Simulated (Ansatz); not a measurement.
# CH₈AlBSi: up Jacob's ladder to CCSD(T)

An exercise on one series of results from a longer session: the logs are not shown, and one member is left open.

Program: Ansatz 0.2.0, Gaussian basis. Level of theory: functionals in def2-TZVPP, the program's frozen cores in correlated methods. These are calculated values, not measurements.

The runs, in order: LDA (SPW92), PBE-D4, revPBE-D4, BLYP-D4, r2SCAN-D4, B97M-V, PBE0-D4, B3LYP-D4, r2SCANh-D4, r2SCAN0-D4, HSE06-D4, BHLYP-D4, CAM-B3LYP-D4, LC-ωPBE, ωB97X-V, ωB97M-V, B2PLYP, PBE-QIDH; CCSD(T)/def2-SVP; MP2/def2-TZVPP; MP2/def2-QZVPP; RPA on PBE.

1 further run of the same task is left out (it didn't finish).

## The geometry

The geometry comes from an earlier relaxation with PBE0-D4 in a triple-zeta def2 set; it is a stationary point, not always the lowest conformer.

SMILES `BC[SiH2][AlH2]`, 12 atoms, charge 0, spin multiplicity 1.

Atoms are counted from 1 here; the program's logs count them from 0.

Bond lengths: B1–C2 1.530 Å, B1–H5 1.198 Å, B1–H6 1.199 Å, C2–Si3 1.924 Å, C2–H7 1.090 Å, C2–H8 1.089 Å, Si3–Al4 2.451 Å, Si3–H9 1.488 Å, Si3–H10 1.506 Å, Al4–H11 1.587 Å, Al4–H12 1.588 Å. Angles: C2–B1–H5 120.5°, C2–B1–H6 120.2°, H5–B1–H6 119.1°, B1–C2–Si3 90.9°, B1–C2–H7 117.7°, B1–C2–H8 117.7°, Si3–C2–H7 105.8°, Si3–C2–H8 109.7°, H7–C2–H8 111.9°, C2–Si3–Al4 113.0°, C2–Si3–H9 109.0°, C2–Si3–H10 106.2°, Al4–Si3–H9 115.8°, Al4–Si3–H10 106.8°, H9–Si3–H10 105.2°, Si3–Al4–H11 121.5°, Si3–Al4–H12 118.5°, H11–Al4–H12 119.9°.

Set-up of the first run:

The input, in.yaml:

```yaml
crystal:
  periodic: [false, false, false]
  atoms:
    - {symbol: B, position_ang: [-1.054426, 1.528059, 0.768499]}
    - {symbol: C, position_ang: [-1.257275, 0.381124, -0.223816]}
    - {symbol: Si, position_ang: [0.260874, -0.552445, 0.500850]}
    - {symbol: Al, position_ang: [1.809078, -1.350939, -1.223534]}
    - {symbol: H, position_ang: [-0.405389, 2.488189, 0.464744]}
    - {symbol: H, position_ang: [-1.488687, 1.446237, 1.882921]}
    - {symbol: H, position_ang: [-2.112055, -0.277621, -0.069226]}
    - {symbol: H, position_ang: [-1.090893, 0.590108, -1.279535]}
    - {symbol: H, position_ang: [-0.216560, -1.577724, 1.468332]}
    - {symbol: H, position_ang: [1.015381, 0.452173, 1.331154]}
    - {symbol: H, position_ang: [2.667540, -2.670906, -1.021690]}
    - {symbol: H, position_ang: [1.949311, -0.511453, -2.564599]}
basis:
  gaussian: {orbitals: def2-TZVPP}
hamiltonian: {xc: lda}
output: {orbitals: {seedname: orbitals}}
```

Steps of the session up to this table: LDA; PBE-D4 (GGA); revPBE-D4 (GGA); BLYP-D4 (GGA); r2SCAN-D4 (meta-GGA); B97M-V (meta-GGA); PBE0-D4 (hybrid); B3LYP-D4 (hybrid); r2SCANh-D4 (hybrid); r2SCAN0-D4 (hybrid); HSE06-D4 (hybrid); BHLYP-D4 (hybrid); CAM-B3LYP-D4 (range-separated); LC-ωPBE (range-separated); ωB97X-V (range-separated); ωB97M-V (range-separated); B2PLYP (double hybrid); PBE-QIDH (double hybrid).

One table of the session follows, with a row left open; its other results are not shown here.

It belongs to the step «Orbital energies across the functionals». 

```
  functional  HOMO (eV)  LUMO (eV)  gap (eV)
 LDA (SPW92)      -6.66      -3.24      3.41
      PBE-D4      -6.56      -3.01      3.55
   revPBE-D4      -6.52      -2.91      3.61
     BLYP-D4      -6.41      -2.87      3.53
   r2SCAN-D4      -6.77      -2.74      4.03
      B97M-V      -6.85      -2.96      3.89
     PBE0-D4      -7.59      -2.23      5.35
    B3LYP-D4      -7.39      -2.42      4.97
  r2SCANh-D4          ?          ?         ?
  r2SCAN0-D4      -7.72      -2.08      5.64
    HSE06-D4      -7.20      -2.60      4.60
    BHLYP-D4      -8.50      -1.41      7.09
CAM-B3LYP-D4      -8.81      -1.26      7.54
     LC-ωPBE     -10.10      -0.19      9.91
     ωB97X-V      -9.78      -0.30      9.47
     ωB97M-V      -9.55      -0.59      8.96
```

Estimate the missing values for r2SCANh-D4.

Worked estimate for «HOMO (eV)». Against the share of exact exchange, r2SCAN-D4 (0, -6.77), r2SCAN0-D4 (0.25, -7.72) give a slope of -3.80 per unit share; at 0.1 the line stands at -7.15.

As computed: HOMO (eV): -7.14; LUMO (eV): -2.47; gap (eV): 4.67. In «HOMO (eV)» the line misses by -0.01.
